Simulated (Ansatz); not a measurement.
## Hf2Pd2Se2Br2O3 in Ansatz: the effect of functional

The system is Hf2Pd2Se2Br2O3.

```
Hf Pd Se Br O
1.0
     5.76069    0.00496   -0.00286
    -0.52750    5.84664    0.03413
    -1.48435   -0.92642    6.64586
Hf Pd Se Br O
2 2 2 2 3
Direct
  0.74540 0.39602 0.34989
  0.28763 0.45322 0.59401
  0.90854 0.13294 0.84849
  0.25249 0.90323 0.35874
  0.63469 0.40355 0.93716
  0.62597 0.78174 0.53023
  0.85273 0.99089 0.15355
  0.22526 0.82084 0.86223
  0.96040 0.28925 0.59026
  0.43233 0.24524 0.40864
  0.07457 0.58308 0.36682
```

The cell was built by a generator and needn't be a form met in nature.

Alike in all runs:

```yaml
Program: Ansatz 0.2.0
Task: band structure
Potentials_or_basis: all-electron LAPW, scalar-relativistic
Cutoff: 420 eV
Basis_error_allowed: 0.002 eV/atom
k_mesh: 4 × 4 × 3
Occupations: fermi-dirac, width 0.05 eV
Spin: no spin polarisation
```

Task: One run gave: gap on the mesh 0.25 eV; pressure 2.8 GPa; largest force 0.14 eV/Å. Which functional did it use?
A. LDA
B. PBE
C. RPBE

Result: C.

```csv
functional,gap on the mesh (eV),pressure (GPa),largest force (eV/Å)
RPBE,0.25,2.8,0.14
PBE,0.22,0.0,0.01
LDA,0.17,-7.2,0.55
```

Caveats: spin-orbit coupling is left out, which moves the levels of the heavy elements.

A k mesh can miss the band edges.

Not every run made on this cell is shown here.
